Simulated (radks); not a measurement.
# Al⁴⁺ in [He] 2s2 2p5: an all-electron calculation

Wanted: eigenvalues, radial structure and energy terms of the aluminium ion Al4+.

Program: radks (a radial shooting solver on a logarithmic mesh, Libxc functionals) version 1. Level of theory: scalar-relativistic Kohn-Sham, AM05, spin-polarised, spherical densities, finite nucleus; open shells are filled with parallel spins first. These are calculated values, not measurements, unless marked.

### 1 What is computed

* element: aluminium (Z = 13)
* charge: +4
* electrons: 9
* configuration: [He] 2s2 2p5
* nuclear rms radius: 3.061 fm

The outer shells:

Al⁴⁺
```
[He] core
2s [↑↓]
2p [↑↓][↑↓][↑ ]
```

### 2 The run

Input:

```text
Z 13
configuration [He] 2s2 2p5
relativity scalar-relativistic
functional am05,am05
spin polarised
nucleus finite rms 3.061 fm
c 137.035999084
```

Command:

```sh
python run_ks.py task.json out
```

This one command runs every case of the session in turn.

Q: Predict the outcome of this run.

As calculated:

```
                        quantity                      value
                    total energy         -235.51402 hartree
exchange-correlation share of it                     6.71 %
                            −T/E                     1.0015
          highest occupied level        2p down, -136.70 eV
    most extended occupied level  2s down, <r> = 0.607 bohr
 radius at density 0.001 e/bohr³                  1.84 bohr
    maxima of the radial density                          2
         ionisation energy, NIST      153.83 (semi-emp.) eV
```

2 principal shells are occupied and 2 maxima appear in the radial density. Minus the highest eigenvalue, 136.70 eV, is 89 % of the tabulated ionisation energy (153.83 eV); the potential of a semilocal functional falls off too fast, so its top eigenvalue is too shallow. Open shells are spherical and high-spin; term and fine-structure splittings are not resolved.
